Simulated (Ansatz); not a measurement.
# UCCSD/aug-cc-pVDZ run of BH2SO (SMILES O[B]S)

Aim: the electronic atomisation energy of BH2SO at UCCSD/aug-cc-pVDZ, from 5 runs. 

The calculation is run with Ansatz 0.2.0.

52 further runs of the same task are left out: 52 set aside as unsound or not needed. Runs told in other sessions of the task aren't counted.

### Step 1. The structure to begin with

BH2SO: 5 atoms, total charge 0, spin state doublet. SMILES: `O[B]S`. Geometry: relaxed at PBE0-D4/def2-TZVP. This is a higher conformer, about 7 kJ/mol above the lowest found by a separate search.

Bond lengths: O1–B2 1.334 Å, B2–S3 1.785 Å, O1–H4 0.966 Å, S3–H5 1.356 Å. Angles: O1–B2–S3 132.0°, B2–O1–H4 116.7°, B2–S3–H5 99.8°.

### Step 2. A single-point energy at UCCSD/aug-cc-pVDZ

molecule.yaml reads:

```yaml
crystal:
  periodic: [false, false, false]
  atoms:
    - {symbol: O, position_ang: [-1.294700, -0.054700, -0.435600]}
    - {symbol: B, position_ang: [-0.454300, 0.825600, 0.109700]}
    - {symbol: S, position_ang: [1.253800, 0.694200, 0.611100]}
    - {symbol: H, position_ang: [-0.947100, -0.940000, -0.604700]}
    - {symbol: H, position_ang: [1.492100, -0.598600, 0.278200]}
basis:
  gaussian:
    orbitals: aug-cc-pVDZ
magnetization:
  spin_polarized: true
  initial_magnetization: 1
correlation:
  method: ccsd
  frozen_orbitals: {B: 1, H: 0, O: 1, S: 5}
accuracy: high
scf:
  omitted_lower_state_checks: [cluster_reference, increment]
```

Command:

```bash
$ ansatz run molecule.yaml --threads 1 --pin off --max-ram 2610MiB --events-out events.jsonl --progress --plain --runs-dir runs
```

What it wrote:

```text
Warning: RAYON_NUM_THREADS=1 ignored (pool sized by the plan → 1); use --threads N
Functional definition: HF
  name "HF"
  exchange = exact_x
  correlation = 0
these checks for a lower state are left out or cut short: cluster_reference, increment
1789 factors; integrals over basis functions are off by at most 3.5e-9 eV
mean field evaluation 1: about -13555.6354 eV, gradient 2.4e1 eV
mean field evaluation 2: about -13555.6372 eV, gradient 2.4e1 eV
mean field evaluation 4: about -13558.6827 eV, gradient 3.0e0 eV
mean field evaluation 8: about -13558.8337 eV, gradient 1.8e-1 eV
mean field -13558.83446017 eV, -498.2779759030 hartree, gradient 2.6e-8 eV, S^2 0.755487; 0 other end points of the search recorded, 0 dependent functions left out
7 core orbitals not correlated: weight in the atoms' cores, before any rotation towards them, 1.000 or more for the frozen orbitals, at most 0.000 for the correlated occupied ones
reference -13558.83446017 eV, -498.2779759030 hartree; 9, 8 occupied and 75, 76 virtual orbitals, 1789 factors
second order -11.01021161 eV of doubles, -0.00000000 eV of singles
cycle   1  -11.36695038 eV  change   -3.6e-1 eV  update   8.5e-2
cycle   2  -11.65455337 eV  change   -2.9e-1 eV  update   2.7e-2
cycle   3  -11.73627881 eV  change   -8.2e-2 eV  update   1.6e-2
cycle   4  -11.73436371 eV  change    1.9e-3 eV  update   5.1e-3
cycle   5  -11.73238465 eV  change    2.0e-3 eV  update   2.3e-3
cycle   6  -11.73283051 eV  change   -4.5e-4 eV  update   9.4e-4
cycle   7  -11.73284665 eV  change   -1.6e-5 eV  update   3.8e-4
cycle   8  -11.73293133 eV  change   -8.5e-5 eV  update   1.5e-4
cycle   9  -11.73297520 eV  change   -4.4e-5 eV  update   5.6e-5
cycle  10  -11.73295510 eV  change    2.0e-5 eV  update   2.1e-5
cycle  11  -11.73296139 eV  change   -6.3e-6 eV  update   8.8e-6
cycle  12  -11.73296459 eV  change   -3.2e-6 eV  update   3.7e-6
cycle  13  -11.73296559 eV  change   -9.9e-7 eV  update   1.6e-6
cycle  14  -11.73296591 eV  change   -3.3e-7 eV  update   6.1e-7
cycle  15  -11.73296598 eV  change   -6.8e-8 eV  update   2.4e-7
cycle  16  -11.73296591 eV  change    7.5e-8 eV  update   1.1e-7
cycle  17  -11.73296592 eV  change   -1.0e-8 eV  update   5.5e-8
cycle  18  -11.73296591 eV  change    9.0e-9 eV  update   3.3e-8
cycle  19  -11.73296591 eV  change   -3.0e-9 eV  update   2.2e-8
cycle  20  -11.73296575 eV  change    1.6e-7 eV  update   8.4e-8
cycle  21  -11.73296577 eV  change   -2.0e-8 eV  update   2.0e-8
cycle  22  -11.73296577 eV  change    3.0e-9 eV  update   6.3e-9
cycle  23  -11.73296577 eV  change   -2.8e-9 eV  update   2.6e-9
cycle  24  -11.73296577 eV  change   -1.2e-9 eV  update   1.1e-9
Total energy: -13570.56742594 eV, -498.7091544422 hartree
Checks for a lower state left out: cluster_reference, increment
```

It took 27 s on 1 thread of Arm Neoverse V2, shared host; peak memory 1 GiB.

### Step 3. The B atom at the same level

run.yaml reads:

```yaml
basis:
  gaussian:
    orbitals: aug-cc-pVDZ
crystal:
  periodic: [false, false, false]
  atoms:
    - symbol: B
      position_ang: [0.000000, 0.000000, 0.000000]
total_charge: 0
magnetization:
  spin_polarized: true
  initial_magnetization: 1
correlation:
  method: ccsd
  frozen_orbitals: {B: 1}
accuracy: high
scf:
  omitted_lower_state_checks: [cluster_reference, increment]
```

Run the same way, it converges to -24.59019 Eh (log not shown).

### Step 4. The H atom: a single-point energy at UHF/aug-cc-pVDZ

run.yaml reads:

```yaml
crystal:
  periodic: [false, false, false]
  atoms:
    - {symbol: H, position_ang: [0.000000, 0.000000, 0.000000]}
basis:
  gaussian:
    orbitals: aug-cc-pVDZ
magnetization:
  spin_polarized: true
  initial_magnetization: 1
hamiltonian:
  xc: hf
accuracy: high
```

Command:

```bash
$ ansatz run run.yaml --threads 1 --pin off --max-ram 2610MiB --events-out events.jsonl --progress --plain --runs-dir runs
```

What it wrote:

```text
Warning: RAYON_NUM_THREADS=1 ignored (pool sized by the plan → 1); use --threads N
[... 4 set-up lines as earlier in the session ...]
42 factors; integrals over basis functions are off by at most 4.4e-8 eV
mean field evaluation 1: about -13.5311 eV, gradient 1.8e0 eV
mean field evaluation 2: about -13.5311 eV, gradient 1.8e0 eV
mean field evaluation 4: about -13.5876 eV, gradient 9.7e-3 eV
mean field evaluation 8: about -13.5876 eV, gradient 2.3e-12 eV
mean field -13.58757892 eV, -0.4993343154 hartree, gradient 5.4e-8 eV, S^2 0.750000; 0 other end points of the search recorded, 0 dependent functions left out
reference -13.58757892 eV, -0.4993343154 hartree; 1, 0 occupied and 8, 9 virtual orbitals, 42 factors
Total energy: -13.58757892 eV, -0.4993343154 hartree
```

Wall time 0.04 s (1 thread of Arm Neoverse V2, shared host).

### Step 5. The O atom

in.yaml reads:

```yaml
crystal:
  periodic: [false, false, false]
  atoms:
    - {symbol: O, position_ang: [0.000000, 0.000000, 0.000000]}
basis:
  gaussian:
    orbitals: aug-cc-pVDZ
total_charge: 0
magnetization:
  spin_polarized: true
  initial_magnetization: 2
correlation:
  method: ccsd
  frozen_orbitals: {O: 1}
accuracy: high
scf:
  omitted_lower_state_checks: [cluster_reference, increment]
```

Run the same way, it converges to -74.92384 Eh (log not shown).

### Step 6. The S atom at the same level

molecule.yaml reads:

```yaml
basis:
  gaussian: {orbitals: aug-cc-pVDZ}
crystal:
  periodic: [false, false, false]
  atoms:
    - {symbol: S, position_ang: [0.000000, 0.000000, 0.000000]}
total_charge: 0
magnetization: {spin_polarized: true, initial_magnetization: 2}
correlation: {method: ccsd, frozen_orbitals: {S: 5}}
accuracy: high
scf: {omitted_lower_state_checks: [cluster_reference, increment]}
```

Run the same way, it converges to -397.60856 Eh (log not shown).

### Step 7. Results

Level: UCCSD/aug-cc-pVDZ, 7 core orbitals frozen.

```
                                             quantity          value
                               molecule: total energy  -498.70915 Eh
molecule: correlation energy (7 core orbitals frozen)     -431.2 mEh
          molecule: ⟨S²⟩ of the reference determinant          0.755
                              molecule: T1 diagnostic          0.017
                                 B atom: total energy   -24.59019 Eh
   B atom: correlation energy (1 core orbital frozen)      -59.6 mEh
            B atom: ⟨S²⟩ of the reference determinant          0.761
                                B atom: T1 diagnostic          0.014
                                 H atom: total energy    -0.49933 Eh
                                         H atom: ⟨S²⟩          0.750
                                 O atom: total energy   -74.92384 Eh
   O atom: correlation energy (1 core orbital frozen)     -127.2 mEh
            O atom: ⟨S²⟩ of the reference determinant          2.008
                                O atom: T1 diagnostic          0.010
                                 S atom: total energy  -397.60856 Eh
  S atom: correlation energy (5 core orbitals frozen)     -109.8 mEh
            S atom: ⟨S²⟩ of the reference determinant          2.009
                                S atom: T1 diagnostic          0.009
                        electronic atomisation energy      15.997 eV
```

Taking the molecule apart into free atoms costs 16.00 eV (1544 kJ/mol), before zero-point energy and without spin-orbit coupling.
